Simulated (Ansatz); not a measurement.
ZrB:

```
Zr B
1.0
     0.00000    2.32500    2.32500
     2.32500    0.00000    2.32500
     2.32500    2.32500    0.00000
Zr B
1 1
Direct
  0.00000 0.00000 0.00000
  0.50000 0.50000 0.50000
```

Below is the output of Ansatz 0.2.0 for this cell. Logs are shortened: lines on timing, memory, paths and dates and some standing lists are left out, and cuts for length are marked.

```text
Warning: RAYON_NUM_THREADS=2 ignored (pool sized by the plan → 2); use --threads N
scf.n_extra_bands = 6 over 15 filled bands (N_el = 15.0): the run solves 21 bands
Engine: ansatz 0.2.0, aarch64-unknown-linux-gnu
Pseudopotentials: kind: paw_fr
Pseudopotential: Zr, paw_fr, valence charge 12, recommended cutoff 420 eV (normal), Zr.paw.azcp#standard-fr
Pseudopotential: B, paw_fr, valence charge 3, recommended cutoff 420 eV (normal), B.paw.azcp#standard-fr
Functional definition: PBEsol
  exchange = pbesol_x
  correlation = pbesol_c
non-collinear run that drives no moment, with spin-orbit: no starting moment large enough to seed its density (crystal.atoms[].spin), no starting occupations that ask for one, no magnetisation constraint and no magnetic field, so the semilocal B_xc is pinned to zero
Crystal: 2 atoms, lattice volume = 25.136 Å³
Basis set: ecut = 420 eV, 531 PW (Γ), exchange–correlation on 48×48×48 points (8 copies of the dense FFT grid, shifted against one another)
Bands: 21, of which v1, the nominal top of the filled ones, is band 15 counted from 1 (14 counted from 0)
Symmetry: 48 space group operations + 48 with time reversal
Magnetic group: BNS 225.117 (UNI 1619), of the structure as read, at distance tolerance 2.9e-5 Å
k-points: 47 of 1000
Projection manifold: j_resolved (fully-relativistic pseudo-atomic orbitals)
Non-local potential: Zr, projectors of the file, l = 0: 3, l = 1: 4, l = 2: 4, l = 3: 4
Non-local potential: B, projectors of the file, l = 0: 2, l = 1: 4, l = 2: 2
PAW form: soft (Blöchl's): semilocal exchange-correlation on the pseudo side does not see the compensation charge
PAW frozen core: Zr, regenerated for the run's functional, and the local potential with it (the file was generated under x = pbe(κ = 0.804, μ = 0.2195149727645171), c = pbe(β = 0.06672455060314922))
PAW frozen core: B, regenerated for the run's functional, and the local potential with it (the file was generated under x = pbe(κ = 0.804, μ = 0.2195149727645171), c = pbe(β = 0.06672455060314922))
PAW one-centre angular grid: Zr, 590 points (default); XC on 64 Gauss nodes
PAW one-centre angular grid: B, 110 points (default); XC on 64 Gauss nodes
Initial density: superposition of atomic densities (chi_scale 0.1, normalization cell, long waves kept (reshape's long-wave potential 0.00 eV rms))
Initial wavefunctions: pseudopotential atomic-orbital guess
Functional: x = pbesol(κ = 0.804, μ = 0.12345679012345678), c = pbesol(β = 0.046)
SCF iter   1: F=—  HF=-4283.139525 eV  |F-HF|=—  |Δ(HF+E_count)|=         —  Δρ=6.45e-2  dr2=1.57e0  dr2_m=0.00e0 (ungated)  ethr=3.10e-3  |M|=0.00e0 ∫|m|=0.00e0 μB  |m|>n=0.0e0 m-floor=0.0e0 τ_xc=0.0e0  β_m=0.30  ⟨swp⟩=5.5  Hψ=4935  notcnv=0  defer=2
preconditioner: auto → none  [insulator: Δε(μ)=0.148 eV  Ē_g=17.000 eV  σ=0.050 eV  W_gap=0.56  n_scr=8 (ndim 8)  ℏωp=26.7 eV  f_vac=0.000  D(μ)=1.37/eV (n_scr^D=14)  ε∞_Penn≈3.5]
[... 13 lines left out ...]
  site 1: m = (+0.0000, +0.0000, +0.0000) μB, |m| = 0.0000 μB  (R = 0.96 Å)
Free energy (F): -4282.654608 eV
Harris-Foulkes:  -4282.654608 eV  (|F-HF|=3.41e-10)
Internal energy: -4282.646523 eV  (E = F + TS)
E sigma→0 (E₀):  -4282.650565 eV
Entropy (-TS):   -0.008085 eV (-4.043 meV/atom)
Fermi energy:    14.440655 eV
--- Per-component energies (eV) ---
  E_band       = -42.987143
  E_kinetic    = 388.056588
  E_local      = -562.757492  (includes V_loc(G=0)·N_el)
  E_nonlocal   = 94.378905
  E_hartree    = 177.201798
  E_xc         = -195.401829
  E_vxc        = -232.339062  (∫ρ·V_xc dr)
  E_paw        = -2976.679168  (= ΣΔE_a)
  E_vpaw       = -84.729752  (= ΣTr[D̂ρ^β])
  E_aug_tail   = 0.000017  (compensation charges beyond the density's cutoff)
  E_ewald      = -1207.626524
  E_core_change = 0.181182  (= ΣΔE_core)
  E_smearing   = -0.008085  (= −TS)
  E_closure    = 0.000000  (closes the sum)
  Σ components = -4282.654608   (vs F -4282.654608, Δ=0.00e0)
--- Forces (eV/Å), atoms counted from 1 ---
  atom   1  Zr    -0.00000000     0.00000000    -0.00000000
  atom   2  B     -0.00000000    -0.00000000     0.00000000
  max |Σ_I F_I| component: 1.13e-27 eV/Å
--- Stress (GPa, compression-positive) ---
       29.122219       0.000000       0.000000
        0.000000      29.122219       0.000000
        0.000000       0.000000      29.122219
  P = ⅓ Tr σ = 29.1222 GPa (291.222 kbar)
--- Band table (eV; the first three rows and the last of 47) ---
  k-point 0: bands = ["-32.1937", "-32.1937", "-11.1956", "-11.1956", "-9.4098", "-9.4098", "-9.4098", "-9.4098", "6.1346", "6.1346", "16.3160", "16.3160", "16.3160", "16.3160", "16.3855", "16.3855", "18.1495", "18.1495", "18.1495", "18.1495", "18.2415"]
  k-point 1: bands = ["-32.1821", "-32.1821", "-11.2308", "-11.2308", "-9.4834", "-9.4834", "-9.4195", "-9.4195", "6.4087", "6.4087", "15.5801", "15.5801", "16.0282", "16.0282", "16.0849", "16.0849", "17.0166", "17.0166", "17.0567", "17.0567", "18.6529"]
  k-point 2: bands = ["-32.1518", "-32.1518", "-11.3300", "-11.3300", "-9.6608", "-9.6608", "-9.4447", "-9.4447", "7.1620", "7.1620", "14.2423", "14.2423", "14.8376", "14.8376", "14.8682", "14.8682", "17.5315", "17.5315", "17.5480", "17.5480", "19.1175"]
  k-point 46: bands = ["-32.0298", "-32.0298", "-11.6650", "-11.6650", "-10.0649", "-10.0649", "-9.8535", "-9.8535", "8.8606", "8.8606", "13.3308", "13.3308", "13.6426", "13.6426", "13.7694", "13.7694", "18.8812", "18.8812", "20.3497", "20.3497", "21.3965"]
```

**Question.** What input gives this log?

**Answer.** Band structure with PBEsol, spin-orbit coupling, no magnetisation. The files as run (others can give the same):

input.yaml
```yaml
crystal:
  lattice:
    - [0.0, 2.325, 2.325]
    - [2.325, 0.0, 2.325]
    - [2.325, 2.325, 0.0]
  atoms:
    - { symbol: Zr, position: [0.0, 0.0, 0.0] }
    - { symbol: B, position: [0.5, 0.5, 0.5] }
hamiltonian:
  xc: pbesol
  pseudopotentials: { kind: paw_fr }
magnetization:
  noncollinear: true
  spin_orbit: true
kpoints:
  mp_grid: { grid: [10, 10, 10] }
  band_path:
    path:
      - [[0.0, 0.0, 0.0], [0.5, 0.0, 0.5], [0.5, 0.25, 0.75], [0.375, 0.375, 0.75], [0.0, 0.0, 0.0], [0.5, 0.5, 0.5], [0.625, 0.25, 0.625], [0.5, 0.25, 0.75], [0.5, 0.5, 0.5], [0.375, 0.375, 0.75]]
      - [[0.625, 0.25, 0.625], [0.5, 0.0, 0.5]]
    npoints: 14
scf:
  occupations: { method: fermi_dirac, width: 0.05 }
  n_extra_bands: 6
output:
  forces: true
  stress: true
  eigenvalues: true
  fatbands: false
  write_density: true
  write_potential: true
  elf: true
  volumetric_format: npy
```

Potentials or basis: Ansatz PAW.
Run with:
```bash
$ ansatz run input.yaml --threads 2 --pin off --max-ram 5632MiB --backend cpu --events-out ev --progress --plain --runs-dir out
```

Caveat: a pressure of tens of GPa on the cell as given is suspect, and the run, the potentials or the cell itself is likely at fault; the PAW data sets come from PBE, with cores solved anew for the run's functional, which leaves a small shift of forces and pressure.
